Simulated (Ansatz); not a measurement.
# Y2As: the cost of one run

Computed with Ansatz 0.2.0 (DFT PBE, scalar-relativistic, plane waves, PAW, unless a step's input says otherwise).

## (1) The starting structure

It takes space group Fm-3m (No. 225, cubic). Conventional cell: a = 6.624 Å, b = 6.624 Å, c = 6.624 Å, α = 90.00°, β = 90.00°, γ = 90.00°. Around Y (site symmetry -43m) lie 4 As at 2.87 Å. Around As (site symmetry m-3m) lie 8 Y at 2.87 Å.

As a file:

```cif
data_structure
_symmetry_space_group_name_H-M 'P 1'
_symmetry_Int_Tables_number 1
_cell_length_a 4.6839
_cell_length_b 4.6839
_cell_length_c 4.6839
_cell_angle_alpha 60.000
_cell_angle_beta 60.000
_cell_angle_gamma 60.000
_cell_volume 72.66
loop_
_atom_site_label
_atom_site_type_symbol
_atom_site_fract_x
_atom_site_fract_y
_atom_site_fract_z
_atom_site_occupancy
Y1 Y 0.25000 0.25000 0.25000 1
Y2 Y 0.75000 0.75000 0.75000 1
As1 As 0.00000 0.00000 0.00000 1
```

(A quick probe on a coarse mesh, which set the mesh and smearing, is not shown.)

## (3) Coarse relaxation

Contents of input.yaml:

```yaml
crystal:
  lattice:
    - [0.0, 3.312040588, 3.312040588]
    - [3.312040588, 0.0, 3.312040588]
    - [3.312040588, 3.312040588, 0.0]
  atoms:
    - { symbol: "Y", position: [0.25, 0.25, 0.25] }
    - { symbol: "Y", position: [0.75, 0.75, 0.75] }
    - { symbol: As, position: [0.0, 0.0, 0.0] }
basis:
  ecutwfc: 420
kpoints:
  mp_grid: { grid: [4, 4, 4] }
hamiltonian:
  xc: pbe
scf:
  occupations: { method: gaussian, width: 0.1 }
  lower_state_search: "off"
output:
  forces: true
  stress: true
  eigenvalues: true
relax:
  adjacent_minimum: "off"
  f_tol: 0.04
  max_steps: 70
  cell: { stress_tol: 0.4 }
```

Launch:

```
ansatz run input.yaml --threads 1 --pin off --max-ram 2560MiB --backend cpu --events-out ev --progress --plain --runs-dir out
```

Q: Estimate wall time and peak memory on 1 thread of Intel Xeon Platinum 8259CL at 2.50GHz (Skylake/Cascade Lake), shared host.

About 5.9 s, with a peak of 0.41 GiB.
